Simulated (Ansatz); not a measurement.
# CH6Si + H2S: a complex and its separated parts

Aim: how far the complex at one end of a reaction step lies below its separated, relaxed parts, level by level.

Program: Ansatz 0.2.0, Gaussian basis. Level of theory: PBE0-D4/def2-TZVP structures, single points in def2-TZVPP, no counterpoise correction. These are calculated values, not measurements.

Levels: SPW92, PBE-D4, BLYP-D4, r2SCAN-D4, B97M-V, PBE0-D4, B3LYP-D4, r2SCAN0-D4, BHLYP-D4, CAM-B3LYP-D4, wB97X-V, wB97M-V, B2PLYP, PBE-QIDH, RPA on PBE, Hartree-Fock, MP2, CCSD, CCSD(T).

Cores are frozen in the correlated methods. B3LYP uses VWN-RPA correlation. B2PLYP carries no dispersion term here.

94 further runs of the same task are left out: 94 set aside as unsound or not needed.

### 1 Where the work starts

The complex: 11 atoms, charge 0, spin multiplicity 1.

Atoms are counted from 1 here; the program's logs count them from 0.

Bond lengths: Si1–H2 1.490 Å, Si1–H3 1.490 Å, Si1–H4 1.489 Å, Si1–C5 1.867 Å, C5–H8 1.092 Å, C5–H9 1.092 Å, C5–H10 1.092 Å, H6–S7 1.342 Å, S7–H11 1.342 Å. Angles: H2–Si1–H3 107.8°, H2–Si1–H4 107.8°, H2–Si1–C5 111.1°, H3–Si1–H4 107.8°, H3–Si1–C5 111.1°, H4–Si1–C5 111.2°, Si1–C5–H8 110.8°, Si1–C5–H9 110.1°, Si1–C5–H10 110.8°, H8–C5–H9 108.5°, H8–C5–H10 108.1°, H9–C5–H10 108.5°, H6–S7–H11 92.1°.

As a file:

```xyz
11

Si   -0.9383    0.6279   -0.4113
H     0.1699    1.3653   -1.0798
H    -1.1479   -0.6470   -1.1525
H    -2.1759    1.4435   -0.5485
C    -0.5409    0.3030    1.3840
H     2.3427   -0.3262   -1.3236
S     2.3802   -1.5311   -0.7344
H    -1.3556   -0.2386    1.8697
H     0.3689   -0.2957    1.4640
H    -0.3871    1.2405    1.9231
H     1.2841   -1.9416   -1.3906
```

Its parts: CH6Si holds atoms 1, 2, 3, 4, 5, 8, 9, 10; H2S holds atoms 6, 7, 11. Each part counts its atoms afresh in its own runs.

### 2 Relaxing CH6Si alone

Contents of relax-a/in.yaml:

```yaml
crystal:
  periodic: [false, false, false]
  atoms:
    - {symbol: Si, position_ang: [-0.938300, 0.627901, -0.411305]}
    - {symbol: H, position_ang: [0.169866, 1.365310, -1.079839]}
    - {symbol: H, position_ang: [-1.147899, -0.647014, -1.152451]}
    - {symbol: H, position_ang: [-2.175917, 1.443495, -0.548510]}
    - {symbol: C, position_ang: [-0.540906, 0.303022, 1.384038]}
    - {symbol: H, position_ang: [-1.355615, -0.238628, 1.869736]}
    - {symbol: H, position_ang: [0.368857, -0.295701, 1.464023]}
    - {symbol: H, position_ang: [-0.387097, 1.240476, 1.923081]}
basis:
  gaussian: {orbitals: def2-TZVP}
hamiltonian: {xc: pbe0, dispersion: d4}
relax: {f_tol: 0.005, max_steps: 200}
```

On the command line:

```console
$ ansatz run in.yaml --threads 4 --pin off --events-out ev --progress --plain --max-ram 9574MiB
```

Further steps of the session: Relaxing H2S alone; SPW92/def2-TZVPP; PBE-D4/def2-TZVPP; BLYP-D4/def2-TZVPP; r2SCAN-D4/def2-TZVPP; B97M-V/def2-TZVPP; PBE0-D4/def2-TZVPP; B3LYP-D4/def2-TZVPP; r2SCAN0-D4/def2-TZVPP; BHLYP-D4/def2-TZVPP; CAM-B3LYP-D4/def2-TZVPP; wB97X-V/def2-TZVPP; wB97M-V/def2-TZVPP; B2PLYP/def2-TZVPP; PBE-QIDH/def2-TZVPP; RPA on PBE/def2-TZVPP; CCSD(T)/def2-TZVPP; Vibrations of CH6Si; Vibrations of H2S.

**Question.** What will these runs give? Wanted: complex less parts, CCSD(T)/def2-TZVPP; with zero-point energy; largest T1 diagnostic.

The runs gave:

| quantity | value |
| --- | --- |
| complex less parts, CCSD(T)/def2-TZVPP | -6.9 kJ/mol |
| with zero-point energy | -3.9 kJ/mol |
| largest T1 diagnostic | 0.010 |

At CCSD(T) the complex lies 6.9 kJ/mol below its parts. The functionals run from r2SCAN-D4, off by -0.9 kJ/mol, to SPW92, off by -7.1 kJ/mol, against CCSD(T). Mean unsigned error by rung: LDA 7.1, GGA 2.4, meta-GGA 1.6, hybrid 1.8, range-separated hybrid 1.5, double hybrid 2.4 kJ/mol. PBE-D4 gives a relative energy 3.4 kJ/mol too low, an error of 49 % of the reference. No counterpoise was applied, and triple zeta lacks some correlation, so the CCSD(T) reference has a basis error of its own, and close matches with it are partly luck.
